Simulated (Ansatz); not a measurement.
# CH4BrFGe: one species, many methods

One table from this session's results is given with a row withheld; the runs are named, their logs left out.

The runs use Ansatz 0.2.0, Gaussian basis; functionals in def2-TZVPP, the program's frozen cores in correlated methods.

Levels to be run: PBE-D4, r2SCAN-D4, PBE0-D4, B3LYP-D4, ωB97X-V, ωB97M-V, B2PLYP; CCSD(T)/def2-TZVPP; MP2/def2-QZVPP; extrapolation to the limit.

## Structure used throughout

All runs share one geometry, relaxed beforehand with PBE0-D4 in a triple-zeta def2 set.

SMILES `F[CH]([GeH3])Br`, 8 atoms, charge 0, spin multiplicity 1.

Atoms are counted from 1 here; the program's logs count them from 0.

Bond lengths: F1–C2 1.364 Å, C2–Ge3 1.985 Å, C2–Br4 1.948 Å, C2–H5 1.090 Å, Ge3–H6 1.531 Å, Ge3–H7 1.537 Å, Ge3–H8 1.533 Å. Angles: F1–C2–Ge3 110.9°, F1–C2–Br4 109.3°, F1–C2–H5 108.3°, Ge3–C2–Br4 109.7°, Ge3–C2–H5 113.6°, Br4–C2–H5 104.8°, C2–Ge3–H6 107.8°, C2–Ge3–H7 108.0°, C2–Ge3–H8 107.7°, H6–Ge3–H7 111.1°, H6–Ge3–H8 111.5°, H7–Ge3–H8 110.6°.

Set-up of the first run:

in.yaml

```yaml
crystal:
  periodic: [false, false, false]
  atoms:
    - {symbol: F, position_ang: [-0.188604, 1.690654, -0.954240]}
    - {symbol: C, position_ang: [-0.308581, 0.335392, -0.862426]}
    - {symbol: Ge, position_ang: [0.518076, -0.336962, 0.812156]}
    - {symbol: Br, position_ang: [-2.195791, -0.146515, -0.902257]}
    - {symbol: H, position_ang: [0.111714, -0.107480, -1.765917]}
    - {symbol: H, position_ang: [-0.249004, 0.269069, 1.989825]}
    - {symbol: H, position_ang: [1.989838, 0.104845, 0.824809]}
    - {symbol: H, position_ang: [0.414653, -1.866202, 0.802350]}
basis:
  gaussian: {orbitals: def2-TZVPP}
hamiltonian: {xc: pbe, dispersion: d4}
output: {forces: true, orbitals: {seedname: orbitals}}
```

The run is started by

```sh
> ansatz run in.yaml --threads 4 --pin off --events-out ev --progress --plain --max-ram 10444MiB
```

Among the steps run: PBE-D4 (GGA); r2SCAN-D4 (meta-GGA); PBE0-D4 (hybrid); B3LYP-D4 (hybrid); ωB97X-V (range-separated); ωB97M-V (range-separated); B2PLYP (double hybrid); CCSD(T) in def2-TZVPP; MP2 in def2-QZVPP.

One table of the session follows, with a row left open; its other results are not shown here.

It belongs to the step «Atomisation energies». 

```
            method  atomisation energy (eV)
            PBE-D4                        ?
         r2SCAN-D4                   24.681
           PBE0-D4                   24.460
          B3LYP-D4                   24.346
           ωB97X-V                   24.664
           ωB97M-V                   24.417
            B2PLYP                   24.142
     HF/def2-TZVPP                   17.092
    MP2/def2-TZVPP                   24.383
   CCSD/def2-TZVPP                   23.628
CCSD(T)/def2-TZVPP                   24.068
           MP2/CBS                   24.999
       CCSD(T)/CBS                   24.684
```

Estimate the missing values for PBE-D4.

As computed: atomisation energy (eV): 24.990. In the column «atomisation energy (eV)» it lies between CCSD(T)/CBS (24.684) and MP2/CBS (24.999).

Limits of these values: Free atoms (1 F, 1 C, 1 Ge, 1 Br, 4 H) were run apart at each level; the atomisation energy is their sum less the molecule, without zero-point or spin-orbit terms.
